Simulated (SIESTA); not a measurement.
# TaAs (I4_1md) in SIESTA: a series of runs, part 3 of 3

SIESTA 5.4.2. Earlier steps stand in the parts before.

## (4) Band structure, PBE

The input, TaAs.fdf:

```
SystemName                      TaAs
SystemLabel                     TaAs
NumberOfSpecies                 2
NumberOfAtoms                   4
%block ChemicalSpeciesLabel
  1  73 Ta
  2  33 As
%endblock ChemicalSpeciesLabel

LatticeConstant                 1.0 Ang
%block LatticeVectors
    -1.7218133622     1.7218133622     5.8679415361
     1.7218133622    -1.7218133622     5.8679415361
     1.7218133622     1.7218133622    -5.8679415361
%endblock LatticeVectors
AtomicCoordinatesFormat         Fractional
%block AtomicCoordinatesAndAtomicSpecies
     0.4999673000     0.4999673000     0.0000000000  1  Ta
     0.2499673000     0.7499673000     0.5000000000  1  Ta
     0.0826321200     0.0826321200     0.0000000000  2  As
     0.8326321200     0.3326321200     0.5000000000  2  As
%endblock AtomicCoordinatesAndAtomicSpecies

%block kgrid.MonkhorstPack
   11   0   0  0.0
    0  11   0  0.0
    0   0  11  0.0
%endblock kgrid.MonkhorstPack
XC.Functional                   GGA
XC.Authors                      PBE
PAO.BasisSize                   DZP
PAO.EnergyShift                 0.003 Ry
Mesh.Cutoff                     800 Ry
OccupationFunction              FD
ElectronicTemperature           0.05 eV
MaxSCFIterations                120
SCF.MustConverge                false
SCF.Mixer.Method                Pulay
SCF.Mixer.Weight                0.25
SCF.Mixer.History               8
SCF.DM.Tolerance                5.0e-05
SCF.H.Tolerance                 1.0e-03 eV
WriteForces                     true
Charge.Mulliken                 end
BandLinesScale                  ReciprocalLatticeVectors
%block BandLines
    1    0.000000   0.000000   0.000000  \Gamma
   14   -0.500000   0.500000   0.000000  X
    2   -0.500000   0.500000  -0.043050  Y
    9   -0.271525   0.271525  -0.271525  S
   11    0.000000   0.000000   0.000000  \Gamma
    6    0.500000   0.500000  -0.500000  Z
    9    0.271525   0.728475  -0.728475  S1
    3    0.000000   0.500000  -0.500000  N
   10   -0.250000   0.750000  -0.250000  P
    3    0.043050   0.956950  -0.500000  Y1
   13    0.500000   0.500000  -0.500000  Z
    1   -0.500000   0.500000   0.000000  X
    3   -0.250000   0.750000  -0.250000  P
%endblock BandLines
%block PAO.Basis
  Ta 5
  n=5 0 2
    3.138 0.000
  n=6 0 2
    7.733 0.000
  n=5 1 2
    3.782 0.000
  n=6 1 1
    7.733
  n=5 2 2
    7.181 0.000
  As 4
  n=4 0 2
    5.512 0.000
  n=4 1 2
    7.356 0.000
  n=3 2 2
    2.890 0.000
  n=4 2 1
    7.356
%endblock PAO.Basis
```

Potentials or basis: PseudoDojo 0.4 standard (PBE files), DZP (energy shift 0.003 Ry; two zetas on semicore shells).

Started as:

```
$ siesta < TaAs.fdf > TaAs.out 2>&1
```

TaAs.out:

```text
Version         : 5.4.2

[... 6 lines left out ...]
 NOTE: Please see the manual for full details and compatibility measures.

reinit: Reading from standard input
reinit: Dumping input in INPUT_TMP.51103
************************** Dump of input data file ****************************
SystemName                      TaAs
SystemLabel                     TaAs
NumberOfSpecies                 2
NumberOfAtoms                   4
%block ChemicalSpeciesLabel
  1  73 Ta
  2  33 As
%endblock ChemicalSpeciesLabel
LatticeConstant                 1.0 Ang
%block LatticeVectors
    -1.7218133622     1.7218133622     5.8679415361
     1.7218133622    -1.7218133622     5.8679415361
     1.7218133622     1.7218133622    -5.8679415361
%endblock LatticeVectors
AtomicCoordinatesFormat         Fractional
%block AtomicCoordinatesAndAtomicSpecies
     0.4999673000     0.4999673000     0.0000000000  1  Ta
     0.2499673000     0.7499673000     0.5000000000  1  Ta
     0.0826321200     0.0826321200     0.0000000000  2  As
     0.8326321200     0.3326321200     0.5000000000  2  As
%endblock AtomicCoordinatesAndAtomicSpecies
%block kgrid.MonkhorstPack
   11   0   0  0.0
[... 803 lines left out ...]
    (Free)E + p_basis*V_orbitals       =       -9311.615192 eV
    (Free)Eharris+ p_basis*V_orbitals  =       -9311.615192 eV

mulliken: Atomic and Orbital Populations:

Species: Ta
Atom  Qatom  Qorb
               5s      5s      6s      6s      5py     5pz     5px     5py
               5pz     5px     6py     6pz     6px     5dxy    5dyz    5dz2
               5dxz    5dx2-y2 5dxy    5dyz    5dz2    5dxz    5dx2-y2
   1 11.608   1.861   0.040  -0.133   0.181   1.920   1.917   1.916   0.059
              0.064   0.067   0.049   0.125   0.174   0.427   0.456   0.718

              0.595   0.718   0.207   0.161   0.013   0.095  -0.022
   2 11.608   1.861   0.040  -0.133   0.181   1.916   1.917   1.920   0.067
              0.064   0.059   0.174   0.125   0.049   0.427   0.595   0.718

              0.456   0.718   0.207   0.095   0.013   0.161  -0.022

Species: As
Atom  Qatom  Qorb
               4s      4s      4py     4pz     4px     4py     4pz     4px
               3dxy    3dyz    3dz2    3dxz    3dx2-y2 3dxy    3dyz    3dz2
               3dxz    3dx2-y2 4dxy    4dyz    4dz2    4dxz    4dx2-y2
   3 16.392   1.856  -0.072   1.377   1.381   1.174  -0.115  -0.141   0.057
              2.007   1.999   2.000   2.006   2.000   0.004   0.010   0.009

              0.003   0.008   0.191   0.194   0.154   0.142   0.148
   4 16.392   1.856  -0.072   1.174   1.381   1.377   0.057  -0.141  -0.115
              2.007   2.006   2.000   1.999   2.000   0.004   0.003   0.009

              0.010   0.008   0.191   0.142   0.154   0.194   0.148

mulliken: Qtot =       56.000

Mulliken Atomic Populations:
Atom #   charge [q] valence [e]  Species
     1     1.392239   11.607761  Ta
     2     1.392189   11.607811  Ta
     3    -1.392215   16.392215  As
     4    -1.392213   16.392213  As
 Total     0.000000

Job completed
```

Wall time 3.5 min (1 thread of Intel Xeon 6975P-C (Granite Rapids), shared host); peak memory 0.71 GiB.

Results:

```
Free energy            : -9315.9691 eV
Pressure               : 4.4 GPa
Largest force          : 0.059 eV/Å
Band gap on the k mesh : none (metal or under the smearing width)
```

Forces on the atoms (eV/Å):
```
Ta  -0.001  0.000  0.059
Ta   0.000  0.000  0.058
As   0.000  0.001 -0.058
As   0.001  0.000 -0.058
```

Levels at the corners of the path, in eV from the Fermi level:
| point | band 25 | band 26 | band 27 | band 28 | band 29 | band 30 | band 31 | band 32 |
| --- | --- | --- | --- | --- | --- | --- | --- | --- |
| Γ | -2.38 | -1.99 | -1.68 | -1.68 | 0.93 | 1.64 | 2.39 | 3.14 |
| X | -3.29 | -3.29 | -1.08 | -1.08 | 2.75 | 2.75 | 3.09 | 3.09 |
| Y | -3.26 | -3.26 | -1.11 | -1.11 | 2.62 | 2.62 | 3.02 | 3.02 |
| S | -2.48 | -2.46 | -1.77 | -0.10 | 0.08 | 1.75 | 2.14 | 2.60 |
| Γ | -2.38 | -1.99 | -1.68 | -1.68 | 0.93 | 1.64 | 2.39 | 3.14 |
| Z | -2.82 | -2.82 | -0.94 | -0.94 | 1.26 | 1.26 | 2.34 | 2.34 |
| S1 | -2.48 | -2.46 | -1.77 | -0.10 | 0.08 | 1.75 | 2.14 | 2.60 |
| N | -2.50 | -2.36 | -1.58 | -0.28 | 0.12 | 1.41 | 2.29 | 2.47 |
| P | -3.30 | -3.30 | -1.08 | -1.08 | 2.76 | 2.76 | 3.09 | 3.09 |
| Y1 | -3.26 | -3.26 | -1.11 | -1.11 | 2.62 | 2.62 | 3.02 | 3.02 |
| Z | -2.82 | -2.82 | -0.94 | -0.94 | 1.26 | 1.26 | 2.34 | 2.34 |
| X | -3.29 | -3.29 | -1.08 | -1.08 | 2.75 | 2.75 | 3.09 | 3.09 |
| P | -3.30 | -3.30 | -1.08 | -1.08 | 2.76 | 2.76 | 3.09 | 3.09 |

Caveat: short orbitals over semicore shells can move pressures by several GPa; spin-orbit coupling is left out, which moves the levels of the heavy elements; the basis of atomic orbitals isn't converged, which shifts pressures, moduli and gaps.

## (5) Overview

| task | level | potentials or basis | U | k mesh | hubbard projector method | U from the first cycle | broadening (eV) | window from (eV) | window to (eV) | gap on the mesh (eV) | pressure (GPa) | largest force (eV/Å) |
| --- | --- | --- | --- | --- | --- | --- | --- | --- | --- | --- | --- | --- |
| density of states | PBEsol+U | PseudoDojo 0.4 standard (PBEsol files), DZP (energy shift 0.003 Ry; two zetas on semicore shells) | Ta d U = 4 eV | 8 × 8 × 8 | 1 | yes | 0.2 eV | -25 eV | 15 eV | none | 1.4 | 0.07 |
| density of states | PBEsol+U | PseudoDojo 0.4 standard (PBEsol files), DZP (energy shift 0.003 Ry; two zetas on semicore shells) | Ta d U = 6 eV | 8 × 8 × 8 | 1 | yes | 0.2 eV | -25 eV | 15 eV | 0.06 | 3.2 | 0.09 |
| band structure | PBE | PseudoDojo 0.4 standard (PBE files), DZP (energy shift 0.003 Ry; two zetas on semicore shells) | - | 11 × 11 × 11 | - | - | - | - | - | none | 4.4 | 0.06 |

Alike in all rows: no spin polarisation; cell as given; smearing fermi-dirac 0.05 eV; grid cutoff 800 Ry; energy shift 0.003 Ry.

Caveats: short orbitals over semicore shells can move pressures by several GPa; the basis of atomic orbitals isn't converged, which shifts pressures, moduli and gaps; the U is typed as a test and isn't derived for this compound (some runs); spin-orbit coupling is left out, which moves the levels of the heavy elements (some runs); U without spin polarisation on a metal has little footing (some runs).

Total energies depend on the potentials used, so only differences within one code and one set of settings carry meaning.
